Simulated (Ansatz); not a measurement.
La3Hf:

```
Hf La
1.0
     5.04513    0.00000    0.00000
     0.00000    5.04513    0.00000
     0.00000    0.00000    5.04513
Hf La
1 3
Direct
  0.00000 0.00000 0.00000
  0.50000 0.50000 0.00000
  0.50000 0.00000 0.50000
  0.00000 0.50000 0.50000
```

The cell comes from a database or a generator and needn't be the stable form of this composition.

```yaml
Program: Ansatz 0.2.0
Task: single point
Functional: PBE
Potentials_or_basis: Ansatz PAW
Cutoff: "420 eV (not typed: the program's choice for these potentials)"
k_mesh: 5 × 5 × 5
Occupations: fermi-dirac, width 0.05 eV
Spin: no spin polarisation
```

On this cell: pressure 0.0 GPa; largest force zero by symmetry; band gap on the k mesh none (metal or under the smearing width).

The same run follows on a disturbed copy (atoms moved at random, drawn with an rms of 0.05 Å):

```
Hf La
1.0
     5.04513    0.00000    0.00000
     0.00000    5.04513    0.00000
     0.00000    0.00000    5.04513
Hf La
1 3
Direct
  0.00302 0.00236 0.99888
  0.49840 0.49453 0.99113
  0.50409 0.01098 0.50048
  0.99152 0.49394 0.49141
```

Task: What does the disturbed cell give?

Result: The energy (extrapolated to zero smearing) moves by +6.0 meV/atom; pressure 0.0 GPa; largest force 0.329 eV/Å; band gap on the k mesh none (metal or under the smearing width).

Forces on the atoms (eV/Å):
```
Hf  -0.058 -0.068 -0.059
La  -0.016  0.175  0.100
La  -0.115 -0.292 -0.099
La   0.189  0.185  0.058
```
